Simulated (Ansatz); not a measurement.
## TmGa3Hg3As2N4: equation of state with PBE

The system is TmGa3Hg3As2N4.

```
Tm Ga Hg As N
1.0
     5.63059   -1.74642    0.01545
     5.63059    1.74642    0.01545
    -1.70198    0.00000   11.76307
Tm Ga Hg As N
1 3 3 2 4
Direct
  0.58605 0.58605 0.91165
  0.32371 0.32371 0.04138
  0.06291 0.06291 0.15598
  0.79175 0.79175 0.25347
  0.09263 0.09263 0.68363
  0.82993 0.82993 0.78389
  0.59512 0.59512 0.43309
  0.80824 0.80824 0.54993
  0.36668 0.36668 0.40770
  0.39626 0.39626 0.90532
  0.14578 0.14578 0.01629
  0.88210 0.88210 0.12592
  0.61884 0.61884 0.23175
```

The cell was built by a generator and needn't be a form met in nature.

```yaml
Program: Ansatz 0.2.0
Task: equation of state
Functional: PBE
Potentials_or_basis: Ansatz PAW
Cutoff: 420 eV
Density_cutoff: 1680 eV
k_mesh: 8 × 8 × 3
Occupations: fermi-dirac, width 0.05 eV
Spin: collinear spin, ferromagnetic start
Starting_moments: "[2.0, 0.0, 0.0, 0.0, 0.0, 0.0, 0.0, 0.0, 0.0, 0.0, 0.0, 0.0, 0.0] μB"
```

* Equilibrium volume: 17.95 Å³/atom
* Bulk modulus at fixed shape and positions: 87 GPa
* Pressure derivative of the bulk modulus: 4.7

Energy against volume, from the lowest point:
```tsv
volume (Å³/atom)	energy (meV/atom)
16.734	25.26
17.090	11.97
17.447	3.73
17.803	0.00
18.159	0.29
18.515	4.16
18.871	11.23
```

All runs of the series together: 27 min on 8 threads of Arm Neoverse V2, on a shared host.

Caveat: the cell was scaled at fixed shape and fractional positions, which overstates the stiffness of a crystal with free parameters, most of all of layers and chains; without U or exact exchange the open f shell lies at the Fermi level, which spoils levels, moments and volumes. The run has no spin-orbit coupling, so splittings on Hg, Tm are missing.
